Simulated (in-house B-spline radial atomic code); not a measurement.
# Cr⁸⁺: ionisation energy by several methods

An exercise on one series of results from a longer session: the logs are not shown, and one member is left open.

The numbers are computed with in-house B-spline radial atomic code version 1 (Dirac-Coulomb, several functionals; spherical all-electron atom at the radial basis limit), except any that are marked as measured or tabulated.

## The system

* element: chromium (Z = 24)
* charge: +8
* electrons: 16
* configuration: [Ne] 3s2 3p4
* nucleus: Fermi, rms radius 3.645 fm

The outer shells:

[Ne] 3s2 3p4
```
[Ne] core
3s [↑↓]
3p [↑↓][↑ ][↑ ]
```

The boxes only draw the filling; these runs are spin-restricted and spherical.

The first run:

Settings of the run:

```ini
Z = 24
electrons = 16.0
configuration = [Ne] 3s2 3p4
hamiltonian = dirac
method = lda,
spin_polarised = False
nucleus = fermi
rms_radius = 3.6452
mass_number = 52
atomic_mass = 51.940504714
speed_of_light = 137.035999084
```

Among the steps run: exchange-only LDA; PW91; PBEsol; relativistic LDA; OLYP; BLYP.

One of the session's tables, all rows but one given; the rest of the session is left out.

| method | ΔSCF (eV) |
| --- | --- |
| exchange-only LDA | 210.81 |
| relativistic LDA | 212.79 |
| PW91 | ? |
| PBEsol | 212.71 |
| OLYP | 213.31 |
| BLYP | 212.73 |

Estimate the missing values for PW91.

As computed: ΔSCF (eV): 213.00. In the column «ΔSCF (eV)» it lies between relativistic LDA (212.79) and OLYP (213.31).

Open shells are averaged (over orientations, and over spins where the run is restricted), while tables refer to the lowest levels. For the semilocal functionals minus the highest level recovers only 93 to 94 % of their own ΔSCF value, a mark of self-interaction.

Members of this set that are not shown: 8 used exact exchange with fractional occupations of an open shell, which is unsound here.
